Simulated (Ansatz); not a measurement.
# BH₉OSi₂: up Jacob's ladder to CCSD(T)

How much do the methods differ for BH₉OSi₂? The plan is to run it at one geometry with functionals of several rungs and with coupled cluster. The yardstick is the atomisation energy at the CCSD(T) limit.

The runs use Ansatz 0.2.0, Gaussian basis; functionals in def2-TZVPP, the program's frozen cores in correlated methods.

The runs, in order: LDA (SPW92), PBE-D4, revPBE-D4, BLYP-D4, r2SCAN-D4, B97M-V, PBE0-D4, B3LYP-D4, r2SCANh-D4, r2SCAN0-D4, HSE06-D4, BHLYP-D4, CAM-B3LYP-D4, LC-ωPBE, ωB97X-V, ωB97M-V, B2PLYP, PBE-QIDH; CCSD(T)/def2-SVP; CCSD(T)/def2-TZVPP; MP2/def2-QZVPP; extrapolation to the limit; RPA on PBE.

## Step 1: The relaxed structure

The geometry comes from an earlier relaxation with PBE0-D4 in a triple-zeta def2 set; it is a stationary point, not always the lowest conformer.

SMILES `[BH3-][O+]([SiH3])[SiH3]`, 13 atoms, charge 0, spin multiplicity 1.

Atoms are counted from 1 here; the program's logs count them from 0.

Bond lengths: B1–O2 1.668 Å, B1–H5 1.212 Å, B1–H6 1.212 Å, B1–H7 1.204 Å, O2–Si3 1.686 Å, O2–Si4 1.686 Å, Si3–H8 1.484 Å, Si3–H9 1.477 Å, Si3–H10 1.475 Å, Si4–H11 1.477 Å, Si4–H12 1.484 Å, Si4–H13 1.475 Å. Angles: O2–B1–H5 102.9°, O2–B1–H6 102.9°, O2–B1–H7 104.7°, H5–B1–H6 113.7°, H5–B1–H7 115.2°, H6–B1–H7 115.2°, B1–O2–Si3 110.8°, B1–O2–Si4 110.7°, Si3–O2–Si4 136.0°, O2–Si3–H8 105.2°, O2–Si3–H9 109.2°, O2–Si3–H10 107.7°, H8–Si3–H9 110.4°, H8–Si3–H10 111.3°, H9–Si3–H10 112.7°, O2–Si4–H11 109.2°, O2–Si4–H12 105.2°, O2–Si4–H13 107.7° and more.

## Step 2: LDA

This LDA is Slater exchange with PW92 correlation.

in.yaml

```yaml
crystal:
  periodic: [false, false, false]
  atoms:
    - {symbol: B, position_ang: [0.074874, 1.365135, -0.721342]}
    - {symbol: O, position_ang: [0.146299, -0.140240, -0.007308]}
    - {symbol: Si, position_ang: [0.660040, -0.018140, 1.594066]}
    - {symbol: Si, position_ang: [-0.694113, -1.275726, -0.927962]}
    - {symbol: H, position_ang: [-0.919512, 1.289778, -1.410696]}
    - {symbol: H, position_ang: [-0.044604, 2.109582, 0.227850]}
    - {symbol: H, position_ang: [1.111076, 1.465898, -1.325348]}
    - {symbol: H, position_ang: [0.857278, -1.417078, 2.048238]}
    - {symbol: H, position_ang: [-0.393438, 0.639441, 2.394111]}
    - {symbol: H, position_ang: [1.930042, 0.731417, 1.600673]}
    - {symbol: H, position_ang: [-2.140409, -0.982892, -0.860121]}
    - {symbol: H, position_ang: [-0.401372, -2.585122, -0.293850]}
    - {symbol: H, position_ang: [-0.165860, -1.216852, -2.303511]}
basis:
  gaussian: {orbitals: def2-TZVPP}
hamiltonian: {xc: lda}
output: {orbitals: {seedname: orbitals}}
```

Further steps of the session: PBE-D4 (GGA); revPBE-D4 (GGA); BLYP-D4 (GGA); r2SCAN-D4 (meta-GGA); B97M-V (meta-GGA); PBE0-D4 (hybrid); B3LYP-D4 (hybrid); r2SCANh-D4 (hybrid); r2SCAN0-D4 (hybrid); HSE06-D4 (hybrid); BHLYP-D4 (hybrid); CAM-B3LYP-D4 (range-separated); LC-ωPBE-D4 (range-separated); ωB97X-V (range-separated); ωB97M-V (range-separated); B2PLYP (double hybrid); PBE-QIDH (double hybrid); CCSD(T) in def2-SVP; CCSD(T) in def2-TZVPP; MP2 in def2-QZVPP; RPA on PBE orbitals.

Q: Predict the results of all the runs planned. Wanted: atomisation energy, CCSD(T)/CBS; farthest beyond LDA; mean size of error, GGA; mean size of error, meta-GGA; mean size of error, hybrid; mean size of error, range-separated; mean size of error, double hybrid; gap, smallest and largest; T1 diagnostic.

The runs gave:

```
                               quantity                                          value
        atomisation energy, CCSD(T)/CBS                                  4158.5 kJ/mol
 functionals within 20.8 kJ/mol (0.5 %)  r2SCAN-D4, B97M-V, B3LYP-D4, ωB97X-V, ωB97M-V
                    farthest beyond LDA                      revPBE-D4 (-123.5 kJ/mol)
                mean size of error, GGA                                    77.3 kJ/mol
           mean size of error, meta-GGA                                     8.7 kJ/mol
             mean size of error, hybrid                                    44.9 kJ/mol
    mean size of error, range-separated                                    27.0 kJ/mol
      mean size of error, double hybrid                                    60.4 kJ/mol
              gap, smallest and largest      4.85 eV (LDA (SPW92)), 12.47 eV (LC-ωPBE)
                          T1 diagnostic                                         0.0110
triples share of the correlation energy                                          3.1 %
```

In words: LDA overbinds by 425.6 kJ/mol (10 %). PBE-D4 is off by -59.9 kJ/mol. Double hybrids carry the basis error of their MP2 part in triple zeta, and no dispersion term here, so their miss is partly the set-up's. By mean error the best rung here is meta-GGA (8.7 kJ/mol) and the worst beyond LDA is GGA (77.3 kJ/mol). The reference freezes the cores and leaves out relativity and excitations past (T), so misses under about 20.8 kJ/mol can't be ranked. Hartree-Fock recovers 77 % of the binding; the rest is correlation. CCSD(T) in def2-SVP is off by -255.0 kJ/mol, which most functionals beat. Orbital gaps span 4.8 to 12.5 eV; exact exchange widens them.
